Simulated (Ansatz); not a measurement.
# HfO: small, medium and large basis sets

Aim: see how fast density functionals converge with the basis set for HfO.

Method: one geometry, several basis sets; program: Ansatz 0.2.0, Gaussian basis.

Plan: PBE0-D4/def2-SVP; ωB97M-V/def2-SVP; PBE0-D4/def2-QZVPP; ωB97M-V/def2-QZVPP; the functionals' def2-TZVPP values are taken from earlier runs.

## (1) The geometry

All runs share one geometry, relaxed beforehand with PBE0-D4 in a triple-zeta def2 set. Hf takes the def2 core potential; no spin-orbit term is included.

SMILES `[O]=[Hf]`, 2 atoms, charge 0, spin multiplicity 1.

Atoms are counted from 1 here; the program's logs count them from 0.

Bond lengths: O1–Hf2 1.721 Å.

As a file:

```xyz
2
charge 0, multiplicity 1
O    -0.73150    0.26051   -0.37086
Hf    0.73150   -0.26051    0.37086
```

## (2) PBE0-D4 in def2-SVP

File in.yaml:

```yaml
crystal:
  periodic: [false, false, false]
  atoms:
    - {symbol: O, position_ang: [-0.731500, 0.260507, -0.370861]}
    - {symbol: Hf, position_ang: [0.731500, -0.260507, 0.370861]}
basis:
  gaussian: {orbitals: def2-SVP}
hamiltonian: {xc: pbe0, dispersion: d4}
output: {orbitals: {seedname: orbitals}}
```

Run with:

```sh
> ansatz run in.yaml --threads 2 --pin off --events-out ev --progress --plain --max-ram 32768MiB --backend cpu
```

Further steps of the session: ωB97M-V in def2-SVP; PBE0-D4 in def2-QZVPP; ωB97M-V in def2-QZVPP.

**Question.** What will the summary of the whole plan be? Wanted: PBE0-D4: double and triple zeta above quadruple; ωB97M-V: double and triple zeta above quadruple.

**Answer**, as computed:

```
                                       quantity          value
PBE0-D4: double and triple zeta above quadruple  3.00, 0.13 eV
ωB97M-V: double and triple zeta above quadruple  3.08, 0.12 eV
```

**Reading.** PBE0-D4 gains 2.87 eV from double to triple zeta, then 0.13 eV more. These are total energies; as a rule much of such shifts cancels in differences, which this series doesn't test.
